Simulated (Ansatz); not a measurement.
**W: a line through an energy map**

Aim: follow the energy of W (Im-3m, No. 229; 1 atom in the cell) along one coordinate, volume per atom, with the other held at length along [111] over the lengths across it = 1.000.

The COD cell was measured well above room temperature, so it is larger than a cold one.

Program: Ansatz 0.2.0. Level of theory: DFT LDA, scalar-relativistic, plane waves, PAW. These are calculated values, not measurements.

24 further runs of the same task are left out: 24 set aside as unsound or not needed.

## (1) The structure to begin with

The structure is cubic, space group Im-3m (No. 229). Conventional cell: a = 3.136 Å, b = 3.136 Å, c = 3.136 Å, α = 90.00°, β = 90.00°, γ = 90.00°. W (site symmetry m-3m) is surrounded by 8 W at 2.72 Å.

Coordinates:

```cif
data_structure
_symmetry_space_group_name_H-M 'P 1'
_symmetry_Int_Tables_number 1
_cell_length_a 2.7160
_cell_length_b 2.7160
_cell_length_c 2.7160
_cell_angle_alpha 109.471
_cell_angle_beta 109.471
_cell_angle_gamma 109.471
_cell_volume 15.42
loop_
_atom_site_label
_atom_site_type_symbol
_atom_site_fract_x
_atom_site_fract_y
_atom_site_fract_z
_atom_site_occupancy
W1 W 0.00000 0.00000 0.00000 1
```

This cell was relaxed beforehand with the same method: volume 15.42 Å³/atom, gap on the mesh none (metal).

## (2) Plan of the line

The energy is mapped over volume and the cell's shape.

The axes are (1) volume per atom: 7 values from 13.57 to 17.27 Å³; (2) length along [111] over the lengths across it, relative to the cubic cell: 9 values from 0.452 to 2.211.

Nothing else is relaxed (symmetry fixes all fractional coordinates). Energies count from the relaxed crystal. Points are written as (first, second).

## (3) Grid point (14.19 Å³, 1.000)

input.yaml reads:

```yaml
crystal:
  lattice:
    - [-1.5250962942, 1.5250962942, 1.5250962942]
    - [1.5250962942, -1.5250962942, 1.5250962942]
    - [1.5250962942, 1.5250962942, -1.5250962942]
  atoms:
    - { symbol: W, position: [0.0, 0.0, 0.0] }
basis:
  ecutwfc: 420
kpoints:
  mp_grid: { grid: [22, 22, 22] }
hamiltonian:
  xc: lda
  pseudopotentials: { kind: paw, azcp: { folder: soft_1 } }
scf:
  occupations: { method: gaussian, width: 0.15 }
output:
  forces: true
  stress: true
  eigenvalues: true
```

Launch:

```
> ansatz run input.yaml --threads 1 --pin off --max-ram 2048MiB --backend cpu --events-out ev --progress --plain --runs-dir out
```

Standard output, shortened:

```text
Warning: <dir> the record states the generating functional pbe (its physics header spells it `PBE`), which answers neither for hamiltonian.xc's functional nor for the lda family's — results may be inconsistent (PPs are generated against a specific XC)
Warning: RAYON_NUM_THREADS=1 ignored (pool sized by the plan → 1); use --threads N
[...]
Pseudopotentials: kind: paw
Pseudopotential: W, paw, valence charge 14, recommended cutoff 420 eV (normal), <dir>
Functional definition: SPW92
[...]
Crystal: 1 atoms, lattice volume = 14.189 Å³
Basis set: ecut = 420 eV, 249 PW (Γ)
Bands: 11, of which v1, the nominal top of the filled ones, is band 7 counted from 1 (6 counted from 0)
Symmetry: 48 space group operations
Space group: Im-3m (ITA 229), of the structure as read, at distance tolerance 2.4e-5 Å
k-points: 328 of 10648
[...]
SCF iter   1: F=—  HF=-10130.738781 eV  |F-HF|=—  |Δ(HF+E_count)|=         —  Δρ=6.03e-2  dr2=3.89e-1  ethr=3.10e-3  ⟨swp⟩=5.0  Hψ=18914  notcnv=0
[...]
SCF iter   6: F=-10130.569666 eV  HF=-10130.569666 eV  |F-HF|=3.46e-11  |Δ(HF+E_count)|=   7.75e-9  Δρ=8.43e-7  dr2=5.68e-11  ethr=1.57e-10  ⟨swp⟩=1.9  Hψ=11039  notcnv=0
[...]
SCF converged after 6 iterations
Free energy (F): -10130.569666 eV
[...]
E sigma→0 (E₀):  -10130.566529 eV
Entropy (-TS):   -0.006274 eV (-6.274 meV/atom)
Fermi energy:    25.042085 eV
[...]
--- Forces (eV/Å), atoms counted from 1 ---
  atom   1  W      0.00000000    -0.00000000     0.00000000
[...]
--- Stress (GPa, compression-positive) ---
       32.871452      -0.000000      -0.000000
       -0.000000      32.871452      -0.000000
        0.000000       0.000000      32.871452
  P = ⅓ Tr σ = 32.8715 GPa (328.715 kbar)
--- Band table (eV; the first three rows and the last of 328) ---
  k-point 0: bands = ["-49.0087", "-12.3512", "-12.3512", "-12.3512", "14.8168", "23.5295", "23.5295", "23.5295", "27.4474", "27.4474", "39.8450"]
[...]
```

Wall time 3.4 s (1 thread of Arm Neoverse V1, shared host); peak memory 0.31 GiB.

On the map this point reads 117 meV/atom.

## (4) The run at (14.81 Å³, 1.000)

Changes to input.yaml since step 3:

```diff
@@ -2,5 +2,5 @@
   lattice:
-    - [-1.5250962942, 1.5250962942, 1.5250962942]
-    - [1.5250962942, -1.5250962942, 1.5250962942]
-    - [1.5250962942, 1.5250962942, -1.5250962942]
+    - [-1.5468893564, 1.5468893564, 1.5468893564]
+    - [1.5468893564, -1.5468893564, 1.5468893564]
+    - [1.5468893564, 1.5468893564, -1.5468893564]
   atoms:
```

Launch:

```
> ansatz run input.yaml --threads 1 --pin off --max-ram 2048MiB --backend cpu --events-out ev --progress --plain --runs-dir out
```

Standard output, shortened:

```text
Warning: <dir> the record states the generating functional pbe (its physics header spells it `PBE`), which answers neither for hamiltonian.xc's functional nor for the lda family's — results may be inconsistent (PPs are generated against a specific XC)
Warning: RAYON_NUM_THREADS=1 ignored (pool sized by the plan → 1); use --threads N
[...]
[... 3 set-up lines as earlier in the session ...]
[...]
Crystal: 1 atoms, lattice volume = 14.806 Å³
Basis set: ecut = 420 eV, 321 PW (Γ)
Bands: 11, of which v1, the nominal top of the filled ones, is band 7 counted from 1 (6 counted from 0)
[... 1 set-up line as earlier in the session ...]
Space group: Im-3m (ITA 229), of the structure as read, at distance tolerance 2.5e-5 Å
k-points: 328 of 10648
[...]
SCF iter   1: F=—  HF=-10130.845589 eV  |F-HF|=—  |Δ(HF+E_count)|=         —  Δρ=6.10e-2  dr2=4.34e-1  ethr=3.10e-3  ⟨swp⟩=5.0  Hψ=18884  notcnv=0
[...]
SCF iter   6: F=-10130.659886 eV  HF=-10130.659886 eV  |F-HF|=3.46e-11  |Δ(HF+E_count)|=   1.56e-8  Δρ=9.00e-7  dr2=5.94e-11  ethr=2.64e-10  ⟨swp⟩=2.0  Hψ=11450  notcnv=0
[...]
SCF converged after 6 iterations
Free energy (F): -10130.659886 eV
[...]
E sigma→0 (E₀):  -10130.656572 eV
Entropy (-TS):   -0.006628 eV (-6.628 meV/atom)
Fermi energy:    23.867547 eV
[...]
--- Forces (eV/Å), atoms counted from 1 ---
  atom   1  W      0.00000000    -0.00000000     0.00000000
[...]
--- Stress (GPa, compression-positive) ---
       14.625239       0.000000       0.000000
       -0.000000      14.625239       0.000000
       -0.000000      -0.000000      14.625239
  P = ⅓ Tr σ = 14.6252 GPa (146.252 kbar)
--- Band table (eV; the first three rows and the last of 328) ---
  k-point 0: bands = ["-50.2070", "-13.6388", "-13.6388", "-13.6388", "13.8757", "22.4536", "22.4536", "22.4536", "26.1853", "26.1853", "38.5923"]
[...]
```

Wall time 3.6 s (1 thread of Arm Neoverse V1, shared host); peak memory 0.31 GiB.

That is 27 meV/atom from the zero.

## (5) The run at (16.04 Å³, 1.000)

Changes to input.yaml since step 4:

```diff
@@ -2,5 +2,5 @@
   lattice:
-    - [-1.5468893564, 1.5468893564, 1.5468893564]
-    - [1.5468893564, -1.5468893564, 1.5468893564]
-    - [1.5468893564, 1.5468893564, -1.5468893564]
+    - [-1.5887227853, 1.5887227853, 1.5887227853]
+    - [1.5887227853, -1.5887227853, 1.5887227853]
+    - [1.5887227853, 1.5887227853, -1.5887227853]
   atoms:
```

Launch:

```
> ansatz run input.yaml --threads 1 --pin off --max-ram 2048MiB --backend cpu --events-out ev --progress --plain --runs-dir out
```

Standard output, shortened:

```text
Warning: <dir> the record states the generating functional pbe (its physics header spells it `PBE`), which answers neither for hamiltonian.xc's functional nor for the lda family's — results may be inconsistent (PPs are generated against a specific XC)
Warning: RAYON_NUM_THREADS=1 ignored (pool sized by the plan → 1); use --threads N
[...]
[... 3 set-up lines as earlier in the session ...]
[...]
Crystal: 1 atoms, lattice volume = 16.040 Å³
Basis set: ecut = 420 eV, 321 PW (Γ)
Bands: 11, of which v1, the nominal top of the filled ones, is band 7 counted from 1 (6 counted from 0)
[... 2 set-up lines as earlier in the session ...]
k-points: 328 of 10648
[...]
SCF iter   1: F=—  HF=-10130.878850 eV  |F-HF|=—  |Δ(HF+E_count)|=         —  Δρ=6.15e-2  dr2=5.16e-1  ethr=3.10e-3  ⟨swp⟩=5.0  Hψ=18882  notcnv=0
[...]
SCF iter   6: F=-10130.662081 eV  HF=-10130.662081 eV  |F-HF|=2.87e-10  |Δ(HF+E_count)|=   3.30e-8  Δρ=1.60e-6  dr2=4.03e-10  ethr=5.40e-10  ⟨swp⟩=2.0  Hψ=12115  notcnv=0
[...]
SCF converged after 6 iterations
Free energy (F): -10130.662081 eV
[...]
E sigma→0 (E₀):  -10130.658749 eV
Entropy (-TS):   -0.006664 eV (-6.664 meV/atom)
Fermi energy:    21.765084 eV
[...]
--- Forces (eV/Å), atoms counted from 1 ---
  atom   1  W      0.00000000     0.00000000    -0.00000000
[...]
--- Stress (GPa, compression-positive) ---
      -12.225588       0.000000       0.000000
        0.000000     -12.225588       0.000000
        0.000000       0.000000     -12.225588
  P = ⅓ Tr σ = -12.2256 GPa (-122.256 kbar)
--- Band table (eV; the first three rows and the last of 328) ---
  k-point 0: bands = ["-52.3754", "-15.9408", "-15.9408", "-15.9408", "12.2357", "20.5230", "20.5230", "20.5230", "23.9192", "23.9192", "36.3408"]
[...]
```

It took 3.6 s on 1 thread of Arm Neoverse V1, shared host; peak memory 0.32 GiB.

Energy on the map's scale: 25 meV/atom.

## (6) Grid point (16.66 Å³, 1.000)

Changes to input.yaml since step 5:

```diff
@@ -2,5 +2,5 @@
   lattice:
-    - [-1.5887227853, 1.5887227853, 1.5887227853]
-    - [1.5887227853, -1.5887227853, 1.5887227853]
-    - [1.5887227853, 1.5887227853, -1.5887227853]
+    - [-1.608837812, 1.608837812, 1.608837812]
+    - [1.608837812, -1.608837812, 1.608837812]
+    - [1.608837812, 1.608837812, -1.608837812]
   atoms:
```

Launch:

```
> ansatz run input.yaml --threads 1 --pin off --max-ram 2048MiB --backend cpu --events-out ev --progress --plain --runs-dir out
```

Standard output, shortened:

```text
Warning: <dir> the record states the generating functional pbe (its physics header spells it `PBE`), which answers neither for hamiltonian.xc's functional nor for the lda family's — results may be inconsistent (PPs are generated against a specific XC)
Warning: RAYON_NUM_THREADS=1 ignored (pool sized by the plan → 1); use --threads N
[...]
[... 3 set-up lines as earlier in the session ...]
[...]
Crystal: 1 atoms, lattice volume = 16.657 Å³
Basis set: ecut = 420 eV, 321 PW (Γ)
Bands: 11, of which v1, the nominal top of the filled ones, is band 7 counted from 1 (6 counted from 0)
[... 1 set-up line as earlier in the session ...]
Space group: Im-3m (ITA 229), of the structure as read, at distance tolerance 2.6e-5 Å
k-points: 328 of 10648
[...]
SCF iter   1: F=—  HF=-10130.825997 eV  |F-HF|=—  |Δ(HF+E_count)|=         —  Δρ=6.16e-2  dr2=5.57e-1  ethr=3.10e-3  ⟨swp⟩=5.0  Hψ=18885  notcnv=0
[...]
SCF iter   6: F=-10130.595427 eV  HF=-10130.595427 eV  |F-HF|=2.95e-10  |Δ(HF+E_count)|=   3.77e-8  Δρ=1.57e-6  dr2=4.07e-10  ethr=6.21e-10  ⟨swp⟩=2.0  Hψ=12136  notcnv=0
[...]
SCF converged after 6 iterations
Free energy (F): -10130.595427 eV
[...]
E sigma→0 (E₀):  -10130.592206 eV
Entropy (-TS):   -0.006442 eV (-6.442 meV/atom)
Fermi energy:    20.825853 eV
[...]
--- Forces (eV/Å), atoms counted from 1 ---
  atom   1  W      0.00000000    -0.00000000     0.00000000
[...]
--- Stress (GPa, compression-positive) ---
      -22.055669       0.000000      -0.000000
        0.000000     -22.055669      -0.000000
       -0.000000      -0.000000     -22.055669
  P = ⅓ Tr σ = -22.0557 GPa (-220.557 kbar)
--- Band table (eV; the first three rows and the last of 328) ---
  k-point 0: bands = ["-53.3559", "-16.9714", "-16.9714", "-16.9714", "11.5166", "19.6546", "19.6546", "19.6546", "22.8992", "22.8992", "35.3232"]
[...]
```

Wall time 3.7 s (1 thread of Arm Neoverse V1, shared host); peak memory 0.32 GiB.

That is 91 meV/atom from the zero.

## (7) Grid point (17.27 Å³, 1.000)

Changes to input.yaml since step 6:

```diff
@@ -2,5 +2,5 @@
   lattice:
-    - [-1.608837812, 1.608837812, 1.608837812]
-    - [1.608837812, -1.608837812, 1.608837812]
-    - [1.608837812, 1.608837812, -1.608837812]
+    - [-1.6284620469, 1.6284620469, 1.6284620469]
+    - [1.6284620469, -1.6284620469, 1.6284620469]
+    - [1.6284620469, 1.6284620469, -1.6284620469]
   atoms:
```

Launch:

```
> ansatz run input.yaml --threads 1 --pin off --max-ram 2048MiB --backend cpu --events-out ev --progress --plain --runs-dir out
```

Standard output, shortened:

```text
Warning: <dir> the record states the generating functional pbe (its physics header spells it `PBE`), which answers neither for hamiltonian.xc's functional nor for the lda family's — results may be inconsistent (PPs are generated against a specific XC)
Warning: RAYON_NUM_THREADS=1 ignored (pool sized by the plan → 1); use --threads N
[...]
[... 3 set-up lines as earlier in the session ...]
[...]
Crystal: 1 atoms, lattice volume = 17.274 Å³
Basis set: ecut = 420 eV, 321 PW (Γ)
Bands: 11, of which v1, the nominal top of the filled ones, is band 7 counted from 1 (6 counted from 0)
[... 2 set-up lines as earlier in the session ...]
k-points: 328 of 10648
[...]
SCF iter   1: F=—  HF=-10130.738085 eV  |F-HF|=—  |Δ(HF+E_count)|=         —  Δρ=6.16e-2  dr2=5.96e-1  ethr=3.10e-3  ⟨swp⟩=5.0  Hψ=18909  notcnv=0
[...]
SCF iter   6: F=-10130.494578 eV  HF=-10130.494578 eV  |F-HF|=5.24e-10  |Δ(HF+E_count)|=   3.09e-8  Δρ=1.90e-6  dr2=6.69e-10  ethr=5.29e-10  ⟨swp⟩=2.0  Hψ=12189  notcnv=0
[...]
SCF converged after 6 iterations
Free energy (F): -10130.494578 eV
[...]
E sigma→0 (E₀):  -10130.491440 eV
Entropy (-TS):   -0.006275 eV (-6.275 meV/atom)
Fermi energy:    19.952431 eV
[...]
--- Forces (eV/Å), atoms counted from 1 ---
  atom   1  W     -0.00000000     0.00000000    -0.00000000
[...]
--- Stress (GPa, compression-positive) ---
      -30.039954       0.000000       0.000000
        0.000000     -30.039954      -0.000000
        0.000000      -0.000000     -30.039954
  P = ⅓ Tr σ = -30.0400 GPa (-300.400 kbar)
--- Band table (eV; the first three rows and the last of 328) ---
  k-point 0: bands = ["-54.2742", "-17.9318", "-17.9318", "-17.9318", "10.8542", "18.8427", "18.8427", "18.8427", "21.9454", "21.9454", "34.3680"]
[...]
```

Wall time 3.6 s (1 thread of Arm Neoverse V1, shared host); peak memory 0.32 GiB.

Energy on the map's scale: 192 meV/atom.

## (8) Results

```
volume per atom (Å³)  step  energy (meV/atom)  slope (meV/atom per Å³)  pressure (GPa)
               13.57     –                286                     −346              55
               14.19     3                117                     −205              33
               14.81     4                 27                      −91              15
               15.42     –                  0                        1               0
               16.04     5                 25                       76             −12
               16.66     6                 91                      138             −22
               17.27     7                192                      187             −30
```

Energies count from the relaxed crystal. Rows without a step come from runs not printed here or follow by symmetry. Slopes come from the forces (and the stress, where the cell changes), not from differences of energies.

The lowest point of the line is at 15.42 Å³, 0 meV/atom from the zero. Energies and slopes round the minimum, fitted together, put the minimum at 15.414 Å³, with a curvature of about 140 meV/atom per (Å³)². V·d²E/dV² there is about 330 GPa, a bulk modulus under this line's constraint. The well is lopsided: two grid steps out, the energy rises by 117 meV/atom towards smaller values and 91 meV/atom towards larger ones. The highest point computed, at 13.57 Å³, lies 286 meV/atom above the lowest. This is one cut through a surface in two coordinates; it holds the lowest point sampled, which need not be a minimum. The runs treat W without spin-orbit coupling.
